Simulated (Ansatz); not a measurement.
# AlClGeH₄ (SMILES [AlH2][GeH2][Cl]): one structure at several levels

A test off equilibrium: a structure displaced at random from a GFN2-xTB minimum is computed at several levels, and each is set against CCSD(T).

The runs use Ansatz 0.2.0, Gaussian basis; single points in def2-TZVPP.

Correlated methods freeze the cores. Filled d shells of the heavier atoms are correlated.

## 1. Where the work starts

SMILES `[AlH2][GeH2][Cl]`, 7 atoms, charge 0, spin multiplicity 1.

Atoms are counted from 1 here; the program's logs count them from 0.

Bond lengths: Al1–Ge2 2.447 Å, Al1–H4 1.559 Å, Al1–H5 1.531 Å, Ge2–Cl3 2.134 Å, Ge2–H6 1.540 Å, Ge2–H7 1.626 Å. Angles: Ge2–Al1–H4 130.4°, Ge2–Al1–H5 107.2°, H4–Al1–H5 122.3°, Al1–Ge2–Cl3 121.6°, Al1–Ge2–H6 135.4°, Al1–Ge2–H7 79.1°, Cl3–Ge2–H6 102.7°, Cl3–Ge2–H7 103.4°, H6–Ge2–H7 96.9°.

As a file:

```xyz
7
AlClGeH4
Al   -1.0665    0.3188   -0.9850
Ge    0.7519   -0.5609    0.3969
Cl    0.3928   -1.3582    2.3437
H    -2.1510   -0.4266   -1.8207
H    -1.0666    1.8408   -0.8160
H     2.2477   -0.8558    0.1822
H     0.9038    1.0351    0.6668
```

## 2. CCSD(T)/def2-TZVPP

The input, run/in.yaml:

```yaml
crystal:
  periodic: [false, false, false]
  atoms:
    - {symbol: Al, position_ang: [-1.066500, 0.318800, -0.985000]}
    - {symbol: Ge, position_ang: [0.751900, -0.560900, 0.396900]}
    - {symbol: Cl, position_ang: [0.392800, -1.358200, 2.343700]}
    - {symbol: H, position_ang: [-2.151000, -0.426600, -1.820700]}
    - {symbol: H, position_ang: [-1.066600, 1.840800, -0.816000]}
    - {symbol: H, position_ang: [2.247700, -0.855800, 0.182200]}
    - {symbol: H, position_ang: [0.903800, 1.035100, 0.666800]}
basis:
  gaussian: {orbitals: def2-TZVPP}
correlation: {method: ccsd_t}
output: {forces: true}
```

No record of the launch command was kept for these runs.

## 3. PBE0-D4/def2-TZVPP

run/in.yaml, as its differences from that of step 2:

```diff
@@ -12,3 +12,3 @@
   gaussian: {orbitals: def2-TZVPP}
-correlation: {method: ccsd_t}
-output: {forces: true}
+hamiltonian: {xc: pbe0, dispersion: d4}
+output: {forces: true, orbitals: {seedname: orbitals}}
```

## 4. wB97M-V/def2-TZVPP

run/in.yaml, as its differences from that of step 3:

```diff
@@ -12,3 +12,3 @@
   gaussian: {orbitals: def2-TZVPP}
-hamiltonian: {xc: pbe0, dispersion: d4}
-output: {forces: true, orbitals: {seedname: orbitals}}
+hamiltonian: {xc: {name: wB97M-V}}
+output: {forces: true}
```

## 5. r2SCAN-D4/def2-TZVPP

run/in.yaml, as its differences from that of step 4:

```diff
@@ -12,3 +12,3 @@
   gaussian: {orbitals: def2-TZVPP}
-hamiltonian: {xc: {name: wB97M-V}}
+hamiltonian: {xc: r2scan, dispersion: d4}
 output: {forces: true}
```

## 6. PBE-D4/def2-TZVPP

run/in.yaml, as its differences from that of step 5:

```diff
@@ -12,3 +12,3 @@
   gaussian: {orbitals: def2-TZVPP}
-hamiltonian: {xc: r2scan, dispersion: d4}
+hamiltonian: {xc: pbe, dispersion: d4}
 output: {forces: true}
```

## 7. B97M-V/def2-TZVPP

run/in.yaml, as its differences from that of step 6:

```diff
@@ -12,3 +12,3 @@
   gaussian: {orbitals: def2-TZVPP}
-hamiltonian: {xc: pbe, dispersion: d4}
+hamiltonian: {xc: {name: B97M-V}}
 output: {forces: true}
```

## 8. revPBE-D4/def2-TZVPP

run/in.yaml, as its differences from that of step 7:

```diff
@@ -12,3 +12,3 @@
   gaussian: {orbitals: def2-TZVPP}
-hamiltonian: {xc: {name: B97M-V}}
+hamiltonian: {xc: {name: revPBE}, dispersion: d4}
 output: {forces: true}
```

(Steps that only read results are left out.)

Before running it: what results should come out? Wanted: energy less free atoms, CCSD(T)/def2-TZVPP; RMS force component; RMS force error; HOMO and LUMO, PBE0-D4; T1 diagnostic.

**Answer**, as computed:

| quantity | value |
| --- | --- |
| energy less free atoms, CCSD(T)/def2-TZVPP | -390.6 kcal/mol |
| RMS force component | 0.502 to 0.568 eV/Å over the methods |
| RMS force error | PBE0-D4 0.061, wB97M-V 0.044, r2SCAN-D4 0.057, PBE-D4 0.157, B97M-V 0.074, revPBE-D4 0.176 eV/Å |
| HOMO and LUMO, PBE0-D4 | -7.40 and -2.69 eV |
| T1 diagnostic | 0.011 |

In words: Against CCSD(T) the functionals' energies less atoms differ by -19.7 to +5.9 kcal/mol, PBE-D4 by -1.4 kcal/mol. A larger basis would deepen the CCSD(T) value, while the functionals are nearly converged already, so the order here is not reliable. The forces of wB97M-V come nearest to CCSD(T), those of revPBE-D4 are farthest. Frozen-core CCSD(T) forces in triple zeta carry basis errors of their own, and this is one geometry, so small gaps rank nothing.
